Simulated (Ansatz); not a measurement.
**GaHCl₂ (singlet): wave-function methods side by side at distance Cl1–Ga2 = 2.327 Å, cc-pVDZ**

How much of the correlation energy of GaHCl₂ (singlet) does each wave-function method recover here?

Method: cc-pVDZ, core rule «outside noble gas», up to 24 orbitals frozen; program: Ansatz 0.2.0, Gaussian basis.

To be run: UHF; CCSD(T) on RHF; BCCD(T) on RHF; CISD; CCSDT(Q) on RHF; CASSCF and MRCISD+Q, 2 electrons in 2 orbitals; CASSCF and NEVPT2, 2 electrons in 2 orbitals.

47 further runs of the same task are left out: 12 for a known fault of the program, 3 for a mislabelled method, 29 that didn't finish, 3 set aside as unsound or not needed.

**1. What is computed**

The geometry derives from a PBE0/def2-TZVP stationary point (not a proven minimum). One bond is set to the value named and the two fragments are kept rigid. No spin-orbit coupling is included. The filled d shell of Ga may be among the frozen orbitals whatever the setting's name suggests; the logs give the count.

4 atoms, charge 0, spin multiplicity 1.

Atoms are counted from 1 here; the program's logs count them from 0.

Bond lengths: Cl1–Ga2 2.327 Å, Ga2–Cl3 2.129 Å, Ga2–H4 1.545 Å. Angles: Cl1–Ga2–Cl3 115.3°, Cl1–Ga2–H4 122.3°, Cl3–Ga2–H4 122.3°.

**2. UHF**

The input, in.yaml:

```yaml
crystal:
  periodic: [false, false, false]
  atoms:
    - {symbol: Cl, position_ang: [0.000000, -0.659157, 1.924148]}
    - {symbol: Ga, position_ang: [0.000000, 0.585589, -0.041948]}
    - {symbol: Cl, position_ang: [0.000000, -0.553059, -1.840460]}
    - {symbol: H, position_ang: [0.000000, 2.130755, -0.041948]}
basis:
  gaussian: {orbitals: cc-pVDZ}
magnetization: {spin_polarized: true, initial_magnetization: 0}
hamiltonian: {xc: hf}
output: {orbitals: {seedname: orbitals}}
```

Started as:

```console
$ ansatz run in.yaml --threads 1 --pin off --events-out ev --progress --plain --max-ram 2393MiB
```

The runs that follow: CCSD(T) on RHF; BCCD(T) on RHF; CISD; CCSDT(Q) on RHF; CASSCF and MRCISD+Q, 2 electrons in 2 orbitals; CASSCF and NEVPT2, 2 electrons in 2 orbitals.

Q: Predict the results of all the runs planned. Wanted: RCCSDT(Q) below the RHF energy; RMP2 from RCCSDT(Q); RCCSD from RCCSDT(Q); RCCSD(T) from RCCSDT(Q); NEVPT2 pair from RCCSDT(Q); MRCISD+Q pair from RCCSDT(Q); T1 diagnostic.

As calculated:

| quantity | value |
| --- | --- |
| RCCSDT(Q) below the RHF energy | -10.0219 eV |
| RMP2 from RCCSDT(Q) | +25.93 kcal/mol |
| RCCSD from RCCSDT(Q) | +5.78 kcal/mol |
| RCCSD(T) from RCCSDT(Q) | +0.99 kcal/mol |
| NEVPT2 pair from RCCSDT(Q) | +27.29 kcal/mol |
| MRCISD+Q pair from RCCSDT(Q) | +3.56 kcal/mol |
| levels within 1 kcal/mol (43 meV) | RCCSD(T), BCCD(T), RCCSDT |
| T1 diagnostic | 0.011 |

**Reading.** RCCSD(T) lands +0.99 kcal/mol from the yardstick (0.4 % of the correlation energy). Of the multireference levels listed MRCISD+Q pair comes nearest in total energy (+3.56 kcal/mol), which doesn't show that its space is the better one. These misses are within one basis, not against nature.
